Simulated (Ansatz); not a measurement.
**SiH₃Br+ (doublet): from Hartree-Fock to the top rungs, cc-pVDZ**

How much of the correlation energy of SiH₃Br+ (doublet) does each wave-function method recover here?

Method: cc-pVDZ, core rule «outside noble gas», up to 19 orbitals frozen; program: Ansatz 0.2.0, Gaussian basis.

The runs, in order: UHF; CCSD(T) on ROHF; CCSD(T) on UHF; BCCD(T) on ROHF; CISD; CCSDT(Q) on ROHF; CCSDT(Q) on UHF.

15 further runs of the same task are left out: 1 for a known fault of the program, 6 that didn't finish, 8 set aside as unsound or not needed.

### 1 The system

The geometry is a PBE0/def2-TZVP stationary point (not a proven minimum) of the parent state, kept for this charge and spin. No spin-orbit coupling is included. The filled d shell of Br may be among the frozen orbitals whatever the setting's name suggests; the logs give the count.

5 atoms, charge 1, spin multiplicity 2.

Atoms are counted from 1 here; the program's logs count them from 0.

Bond lengths: Si1–Br2 2.220 Å, Si1–H3 1.481 Å, Si1–H4 1.481 Å, Si1–H5 1.481 Å. Angles: Br2–Si1–H3 108.4°, Br2–Si1–H4 108.4°, Br2–Si1–H5 108.4°, H3–Si1–H4 110.5°, H3–Si1–H5 110.5°, H4–Si1–H5 110.5°.

As a file:

```xyz
5
charge 1, multiplicity 2
Si   -1.5849   -0.0109    0.0039
Br    0.6347    0.0044   -0.0016
H    -2.0621    1.3906    0.0069
H    -2.0445   -0.7181    1.2208
H    -2.0506   -0.7149   -1.2124
```

### 2 UHF

in.yaml

```yaml
crystal:
  periodic: [false, false, false]
  atoms:
    - {symbol: Si, position_ang: [-1.584866, -0.010911, 0.003926]}
    - {symbol: Br, position_ang: [0.634735, 0.004370, -0.001572]}
    - {symbol: H, position_ang: [-2.062066, 1.390643, 0.006932]}
    - {symbol: H, position_ang: [-2.044541, -0.718097, 1.220754]}
    - {symbol: H, position_ang: [-2.050590, -0.714937, -1.212434]}
basis:
  gaussian: {orbitals: cc-pVDZ}
total_charge: 1
magnetization: {spin_polarized: true, initial_magnetization: 1}
hamiltonian: {xc: hf}
output: {orbitals: {seedname: orbitals}}
```

Run with:

```console
$ ansatz run in.yaml --threads 1 --pin off --events-out ev --progress --plain --max-ram 2393MiB
```

After this run come: CCSD(T) on ROHF; CCSD(T) on UHF; BCCD(T) on ROHF; CISD; CCSDT(Q) on ROHF; CCSDT(Q) on UHF.

**Question.** What will the summary of the whole plan be? Wanted: UCCSDT(Q) below the RHF energy; RMP2 from UCCSDT(Q); UMP2 from UCCSDT(Q); RCCSD from UCCSDT(Q); RCCSD(T) from UCCSDT(Q); UCCSD(T) from UCCSDT(Q); RCCSDT(Q) from UCCSDT(Q); T1 diagnostic.

**Answer**, as computed:

| quantity | value |
| --- | --- |
| UCCSDT(Q) below the RHF energy | -6.6003 eV |
| RMP2 from UCCSDT(Q) | +1239.4 meV |
| UMP2 from UCCSDT(Q) | +1248.3 meV |
| RCCSD from UCCSDT(Q) | +177.9 meV |
| RCCSD(T) from UCCSDT(Q) | +40.1 meV |
| UCCSD(T) from UCCSDT(Q) | +38.2 meV |
| RCCSDT(Q) from UCCSDT(Q) | +2.4 meV |
| levels within 1 kcal/mol (43 meV) | RCCSD(T), UCCSD(T), BCCD(T), RCCSDT, UCCSDT, RCCSDT(Q) |
| T1 diagnostic | 0.029 |

What this shows: RCCSD(T) lands +40.1 meV from the yardstick (0.6 % of the correlation energy). These misses are within one basis, not against nature; the frozen cores of restricted and unrestricted runs differ, which can shift their rows.
